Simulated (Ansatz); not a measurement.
# C2H4AlBr: the cost of one run

Computed with Ansatz 0.2.0, Gaussian basis. Level: the settings change from run to run.

**1. The molecule**

The structure was relaxed beforehand with PBE0-D4 in a triple-zeta def2 set.

SMILES `[Br][Al]1[CH2][CH2]1`, 8 atoms, charge 0, spin multiplicity 1.

Atoms are counted from 1 here; the program's logs count them from 0.

Bond lengths: Br1–Al2 2.235 Å, Al2–C3 1.889 Å, Al2–C4 1.889 Å, C3–C4 1.611 Å, C3–H5 1.089 Å, C3–H6 1.089 Å, C4–H7 1.089 Å, C4–H8 1.089 Å. Angles: Br1–Al2–C3 154.8°, Br1–Al2–C4 154.8°, C3–Al2–C4 50.5°, Al2–C3–C4 64.8°, Al2–C3–H5 122.6°, Al2–C3–H6 122.7°, C4–C3–H5 114.2°, C4–C3–H6 114.2°, H5–C3–H6 109.9°, Al2–C4–C3 64.8°, Al2–C4–H7 122.6°, Al2–C4–H8 122.7°, C3–C4–H7 114.2°, C3–C4–H8 114.2°, H7–C4–H8 109.9°.

**2. B3LYP/def2-TZVPD**

Options: D3(BJ) dispersion, high accuracy.

The input, in.yaml:

```yaml
crystal:
  periodic: [false, false, false]
  atoms:
    - {symbol: Br, position_ang: [-0.780444, -0.669524, 3.292088]}
    - {symbol: Al, position_ang: [-0.268052, -0.241293, 1.158687]}
    - {symbol: C, position_ang: [0.485569, 0.769913, -0.247662]}
    - {symbol: C, position_ang: [-0.239253, -0.597523, -0.696180]}
    - {symbol: H, position_ang: [1.556016, 0.792225, -0.445067]}
    - {symbol: H, position_ang: [0.018314, 1.671815, -0.639460]}
    - {symbol: H, position_ang: [-1.109344, -0.452047, -1.334224]}
    - {symbol: H, position_ang: [0.429393, -1.330765, -1.143981]}
basis:
  gaussian: {orbitals: def2-TZVPD}
hamiltonian: {xc: {name: B3LYP}, dispersion: d3bj}
accuracy: high
```

Started as:

```bash
> ansatz run in.yaml --threads 2 --pin off --events-out ev --progress --plain --max-ram 4352MiB
```

What time and memory should one allow on 2 threads of Arm Neoverse V1, shared host?

About 20 s, with a peak of 1.2 GiB.
